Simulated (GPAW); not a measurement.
Here is a GPAW 26.7.0 calculation.

run.py

```python
from ase.dft.bandgap import bandgap
from ase.io import read, write
from ase.units import GPa
from gpaw import GPAW, PW

atoms = read('POSCAR')

calc = GPAW(mode=PW(600),
            xc='PBE',
            kpts={'size': (8, 8, 8), 'gamma': True},
            occupations={'name': 'methfessel-paxton', 'order': 0, 'width': 0.02},
            nbands=11,
            convergence={'density': 1e-05, 'energy': 1e-05},
            maxiter=150,
            txt='gpaw.txt')
atoms.calc = calc
energy = atoms.get_potential_energy()
forces = atoms.get_forces()
stress = atoms.get_stress()
calc.write('gs.gpw')
write('result.traj', atoms)
print(f'Energy: {energy:.6f} eV')
print('Forces (eV/A):')
print(forces.round(4))
print('Stress (GPa):', (stress / GPa).round(3))
print('Fermi level:', round(calc.get_fermi_level(), 4), 'eV')
print(f'Gap: {bandgap(calc)[0]:.4f} eV, direct: {bandgap(calc, direct=True)[0]:.4f} eV')
```

The input POSCAR:

```
GaGe
1.0
    4.0981702900      0.0000000000      0.0000000000
    2.0490851450      3.5491195802      0.0000000000
    2.0490851450      1.1830398601      3.3461420298
Ge Ga
1 1
Direct
    0.0000000000      0.0000000000      0.0000000000
    0.2500000000      0.2500000000      0.2500000000
```

Potentials or basis: GPAW PAW data sets (gpaw-data 1.2.1), pw.

The run is started by

```sh
$ OMP_NUM_THREADS=1 python run.py
```

Question: What does it give for the pressure?

Answer: 0.8 GPa.

Question: Predict the band gap on the k mesh.

Answer: None (metal or under the smearing width).
